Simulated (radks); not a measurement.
# Polarisabilities and dispersion coefficients of Cd³⁺, Te⁺, P⁺ and others

An exercise on one series of results from a longer session: the logs are not shown, and one member is left open.

Program: radks (a radial shooting solver on a logarithmic mesh, Libxc functionals) version 1. Level of theory: scalar-relativistic Kohn-Sham, LDA (Slater exchange, Perdew-Wang correlation), spin-polarised, spherical densities, finite nucleus; open shells are filled with parallel spins first. These are calculated values, not measurements, unless marked.

## The system

```
species : Cd³⁺ ([Kr] 4d9), Te⁺ ([Kr] 4d10 5s2 5p3), P⁺ ([Ne] 3s2 3p2), Pt ([Xe] 4f14 5d9 6s1), Tc³⁺ ([Kr] 4d4), Ta³⁺ ([Xe] 4f14 5d2), Dy ([Xe] 4f10 6s2)
```

The first run:

The run's settings:

```text
Z 48
configuration [Kr] 4d9
relativity scalar-relativistic
functional lda,pw
spin polarised
nucleus finite rms 4.6087 fm
c 137.035999084
response adiabatic LDA kernel
```

Among the steps run: Cd³⁺, [Kr] 4d9; Te⁺, [Kr] 4d10 5s2 5p3; P⁺, [Ne] 3s2 3p2; Pt, [Xe] 4f14 5d9 6s1; Tc³⁺, [Kr] 4d4; Ta³⁺, [Xe] 4f14 5d2; Dy, [Xe] 4f10 6s2.

One of the session's tables, all rows but one given; the rest of the session is left out.

| species | −ε(HOMO) (eV) | α (bohr³) | α uncoupled (bohr³) | C6 (hartree bohr⁶) |
| --- | --- | --- | --- | --- |
| Cd³⁺ | 45.682 | 3.840 | 5.754 | 17.27 |
| Te⁺ | 14.591 | 22.23 | 36.08 | 188.3 |
| P⁺ | 14.993 | 14.35 | 23.23 | 73.68 |
| Pt | 5.920 | 37.72 | 71.53 | 363.8 |
| Tc³⁺ | ? | ? | ? | ? |
| Ta³⁺ | 30.082 | 7.435 | 10.85 | 36.85 |
| Dy | 1.728 | 146.1 | 300.0 | 2125 |

Estimate the missing values for Tc³⁺.

As computed: −ε(HOMO) (eV): 36.517; α (bohr³): 5.575; α uncoupled (bohr³): 7.962; C6 (hartree bohr⁶): 25.51. In the column «−ε(HOMO) (eV)» it lies between Ta³⁺ (30.082) and Cd³⁺ (45.682).

What this shows: Uncoupled leaves out the potential induced by the response; For heavy and open-shell atoms this level can miss by tens of per cent.
